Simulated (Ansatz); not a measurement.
# H4MoN2O2: the cost of one run

Method: the settings change from run to run; program: Ansatz 0.2.0, Gaussian basis.

1 further run of the same task is left out (for a known fault of the program).

## (1) The relaxed structure

An earlier PBE0-D4 in a triple-zeta def2 set relaxation fixed the geometry. Mo takes a core potential in def2 sets; no spin-orbit term is included.

9 atoms, charge 0, spin multiplicity 1.

Atoms are counted from 1 here; the program's logs count them from 0.

Bond lengths: N1–Mo2 1.725 Å, N1–H6 1.010 Å, Mo2–N3 1.725 Å, Mo2–O4 1.892 Å, Mo2–O5 1.892 Å, N3–H7 1.010 Å, O4–H8 0.960 Å, O5–H9 0.960 Å. Angles: Mo2–N1–H6 154.5°, N1–Mo2–N3 111.3°, N1–Mo2–O4 109.1°, N1–Mo2–O5 107.5°, N3–Mo2–O4 107.5°, N3–Mo2–O5 109.1°, O4–Mo2–O5 112.4°, Mo2–N3–H7 154.4°, Mo2–O4–H8 118.7°, Mo2–O5–H9 118.7°.

Geometry (Å):

```xyz
9

N    -0.6205   -0.1027   -1.5291
Mo   -0.0608   -0.0396    0.1013
N     1.5616    0.5405    0.1855
O    -0.0799   -1.7861    0.8296
O    -1.1916    1.1472    1.0466
H    -0.5334    0.0169   -2.5285
H     2.4270    0.8853   -0.2055
H    -0.6158   -2.4578    0.4012
H    -0.7982    1.7501    1.6819
```

## (2) r2SCAN0/def2-mTZVP

Set apart from the defaults: unrestricted orbitals, D3(BJ) dispersion.

in.yaml reads:

```yaml
crystal:
  periodic: [false, false, false]
  atoms:
    - {symbol: N, position_ang: [-0.620523, -0.102650, -1.529114]}
    - {symbol: Mo, position_ang: [-0.060788, -0.039638, 0.101252]}
    - {symbol: N, position_ang: [1.561612, 0.540477, 0.185526]}
    - {symbol: O, position_ang: [-0.079932, -1.786085, 0.829621]}
    - {symbol: O, position_ang: [-1.191616, 1.147173, 1.046610]}
    - {symbol: H, position_ang: [-0.533430, 0.016869, -2.528486]}
    - {symbol: H, position_ang: [2.426976, 0.885334, -0.205495]}
    - {symbol: H, position_ang: [-0.615774, -2.457830, 0.401194]}
    - {symbol: H, position_ang: [-0.798224, 1.750149, 1.681893]}
basis:
  gaussian: {orbitals: def2-mTZVP}
magnetization: {spin_polarized: true, initial_magnetization: 0}
hamiltonian: {xc: {name: r2SCAN0}, dispersion: d3bj}
```

Command:

```sh
> ansatz run in.yaml --threads 4 --pin off --events-out ev --progress --plain --max-ram 10444MiB
```

**Question.** How long does this run take on 4 threads of Arm Neoverse V1, shared host, and how much memory does it need?

About 5.5 s, with a peak of 0.5 GiB.
